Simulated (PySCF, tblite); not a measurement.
# C6H11BF3P: geometry, infrared bands and NMR shifts

Wanted: the infrared bands and NMR shifts of C6H11BF3P (`C#C[P@@H+]([B-](F)(F)F)C(C)(C)C`), by calculation.

The runs use tblite 0.8.0 and PySCF 2.14.0, with density-fitted response routines of our own; the level of theory stands in each step. All values are computed, except where a source is named. Atoms are numbered from 0 throughout.

## Step 1: The starting structure

22 atoms, charge 0, multiplicity 1; geometry from: force field or distance geometry start.

Bonds of the start (Å): C0–C1 1.19, C1–P2 1.79, P2–B3 1.88, B3–F4 1.43, B3–F5 1.47, B3–F6 1.45, P2–C7 1.80, C7–C8 1.51, C7–C9 1.51, C7–C10 1.52, C0–H11 1.06, P2–H12 1.42, C8–H13 1.12, C8–H14 1.08, C8–H15 1.13, C9–H16 1.11, C9–H17 1.10, C9–H18 1.12, C10–H19 1.09, C10–H20 1.13, C10–H21 1.11.

## Step 2: Geometry optimisation with GFN2-xTB

Job settings and geometry (Å):

```
{"job": {"kind": "relax", "xc": "GFN2-xTB", "basis": "xTB"}, "charge": 0, "multiplicity": 1}
C     -2.299100     2.477700    -0.448200
C     -1.778400     1.477600    -0.066700
P     -0.949400    -0.003200     0.517100
B     -1.975900    -1.495700     0.014100
F     -1.192700    -2.620800    -0.408700
F     -2.714000    -1.924000     1.206800
F     -2.980700    -1.182800    -0.989900
C      0.770600    -0.050500     0.001200
C      1.554200     0.612000     1.112500
C      1.036300     0.784800    -1.229900
C      1.314500    -1.465000    -0.122800
H     -2.781600     3.355200    -0.798600
H     -0.968400     0.063500     1.931500
H      1.217000     0.116600     2.053700
H      2.623100     0.553900     0.975900
H      1.181600     1.679700     1.180100
H      0.607300     1.808000    -1.140400
H      0.708000     0.296100    -2.154700
H      2.143100     0.920100    -1.274500
H      0.973900    -1.972500    -1.020000
H      2.439200    -1.443700    -0.169600
H      1.061100    -1.967500     0.830400
```

On the command line:

```bash
OMP_NUM_THREADS=1 python probes_run.py task.json out
```

This one command runs all jobs of the session in turn.

**Question.** This job is followed by: GFN2-xTB harmonic vibrations, gas phase; GIAO PBE0/pcSseg-1 NMR shielding, non-relativistic, gas phase. What will the session give for the following? strongest single infrared mode (GFN2-xTB); zero-point energy (GFN2-xTB); 13C shifts against TMS (PBE0/pcSseg-1, means over atoms taken as alike); 1H shifts against TMS (PBE0/pcSseg-1, means over atoms taken as alike); 31P shifts against H3PO4 (PBE0/pcSseg-1); 11B shifts against BF3·OEt2 (PBE0/pcSseg-1); 19F shifts against CFCl3 (PBE0/pcSseg-1, means over atoms taken as alike).

**Answer**, as computed:

```
                                                                 quantity                        value
                                strongest single infrared mode (GFN2-xTB)         510 cm⁻¹, 480 km/mol
                                             zero-point energy (GFN2-xTB)               100.2 kcal/mol
  13C shifts against TMS (PBE0/pcSseg-1, means over atoms taken as alike)  108.2, 74.9, 36.2, 28.3 ppm
   1H shifts against TMS (PBE0/pcSseg-1, means over atoms taken as alike)         4.55, 2.54, 1.43 ppm
                                 31P shifts against H3PO4 (PBE0/pcSseg-1)                    -65.2 ppm
                              11B shifts against BF3·OEt2 (PBE0/pcSseg-1)                      0.0 ppm
19F shifts against CFCl3 (PBE0/pcSseg-1, means over atoms taken as alike)                   -130.5 ppm
```

What this shows: The optimisation took 124 steps and gained 1.183 eV; among the close pairs (by a distance rule), P2–B3 changed most, from 1.880 to 2.143 Å. All 60 modes are real, so the xTB geometry is a minimum. The strongest single mode, at 510 cm⁻¹, moves mainly B3. GFN2-xTB is a fitted tight-binding method: band positions and strengths are rough. Its intensities can rank the bands wrongly. At PBE0/pcSseg-1: The largest span, 276 ppm, is at C1, where the paramagnetic term is -159 ppm.
